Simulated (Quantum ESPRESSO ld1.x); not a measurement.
# Cs in [Kr] 4d10 5s2 5p5.5 6s1 7s0.5: an all-electron calculation

Wanted: eigenvalues, radial structure and energy terms of neutral caesium.

Method: scalar-relativistic Kohn-Sham, LDA (Slater exchange, Perdew-Zunger correlation), spin-polarised, spherical densities, point nucleus; open shells are filled with parallel spins first. Code: Quantum ESPRESSO ld1.x 7.5.

### Step 1. Starting point

- element: caesium (Z = 55)
- charge: 0
- electrons: 55
- configuration: [Kr] 4d10 5s2 5p5.5 6s1 7s0.5

### Step 2. The calculation

File ld1.in:

```fortran
 &input
    zed=55.0,
    iswitch=1,
    rel=1,
    lsd=1,
    dft='PZ',
    config='[Kr] 4d10 5s2 5p5.5 6s1 7s0.5',
    verbosity='high',
    prefix='ld1',
    max_out_wfc=37,
    file_charge='ld1.rho',
 /
```

**Question.** What will this run give?

**Answer**, as computed:

| quantity | value |
| --- | --- |
| total energy | -7780.572 hartree |
| exchange-correlation share of it | 2.39 % |
| −T/E | 1.0534 |
| highest occupied level | 7s up, -0.847 eV |
| most extended occupied level | 7s up, <r> = 12.7 bohr |
| radius at density 0.001 e/bohr³ | 4.83 bohr |
| maxima of the radial density | 5 |

The radial density shows 5 maxima for 7 occupied principal shells; where shells overlap, one shows as a shoulder or not at all. −T/E is 1.053: with relativity the kinetic term as defined here no longer equals −E. This is not the tabulated ground configuration, so its levels and sizes aren't those of the ground state, and no measured value stands beside it.
